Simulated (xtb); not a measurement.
**C3H6BrFSi (SMILES C=C(Br)[SiH2]CF) at GFN2-xTB**

We compute a geometry optimisation of C3H6BrFSi. 

Program for the calculation: xtb 6.7.1.

5 further runs of the same task are left out: 5 set aside as unsound or not needed.

### 1 The molecule

C3H6BrFSi: 12 atoms, total charge 0, spin state singlet. As SMILES, `C=C(Br)[SiH2]CF`. Geometry: relaxed at GFN2-xTB. This is one conformer, not always the lowest. The run starts from this shape.

Bond lengths: C1–C2 1.322 Å, C2–Br3 1.929 Å, C2–Si4 1.890 Å, Si4–C5 1.916 Å, C5–F6 1.380 Å, C1–H7 1.078 Å, C1–H8 1.077 Å, Si4–H9 1.465 Å, Si4–H10 1.464 Å, C5–H11 1.093 Å, C5–H12 1.091 Å. Some angles: C1–C2–Br3 119.0°, C1–C2–Si4 129.1°, Br3–C2–Si4 111.9°, C2–Si4–C5 108.6°, Si4–C5–F6 110.7°, C2–C1–H7 123.2°, C2–C1–H8 120.1°, C2–Si4–H9 109.1°, C2–Si4–H10 108.4°, C5–Si4–H9 107.7°.

### 2 A geometry optimisation at GFN2-xTB

geom.xyz

```xyz
12

C      0.66957    -1.34622    -1.21380
C      0.73321    -1.11366     0.08601
Br     1.64910    -2.37788     1.21832
Si     0.05319     0.35073     1.06942
C     -1.06551     1.39520    -0.08290
F     -0.36998     1.79506    -1.20564
H      1.10710    -2.21409    -1.68110
H      0.17330    -0.64542    -1.86446
H     -0.78207    -0.15359     2.16233
H      1.18140     1.15319     1.54394
H     -1.94181     0.84958    -0.44136
H     -1.40751     2.30710     0.40925
```

Run with:

```console
$ xtb geom.xyz --opt vtight -P 1 > xtb.out 2> xtb.err
```

**Question.** What will come out? Wanted: total energy at the end; dipole moment; HOMO energy; LUMO energy; HOMO–LUMO gap; dispersion energy; mean polarisability.

Computed results:

Level: GFN2-xTB.

```
                      quantity          value
       total energy at the end   -19.97817 Eh
                 dipole moment         2.84 D
                   HOMO energy      -11.01 eV
                   LUMO energy       -7.16 eV
                 HOMO–LUMO gap        3.85 eV
             dispersion energy  -22.70 kJ/mol
mean polarisability (D4 model)     85.9 bohr³
```

At the final geometry: Bond lengths: C1–C2 1.322 Å, C2–Br3 1.927 Å, C2–Si4 1.891 Å, Si4–C5 1.916 Å, C5–F6 1.381 Å, C1–H7 1.079 Å, C1–H8 1.077 Å, Si4–H9 1.465 Å, Si4–H10 1.463 Å, C5–H11 1.093 Å, C5–H12 1.091 Å. Some angles: C1–C2–Br3 119.0°, C1–C2–Si4 129.0°, Br3–C2–Si4 112.0°, C2–Si4–C5 108.4°, Si4–C5–F6 110.5°, C2–C1–H7 123.3°, C2–C1–H8 120.1°, C2–Si4–H9 109.1°, C2–Si4–H10 108.4°, C5–Si4–H9 107.8°. The optimisation took 8 steps and changed the energy by -0.000 eV. Mulliken charges run from -0.27 on F6 to +0.48 on Si4.
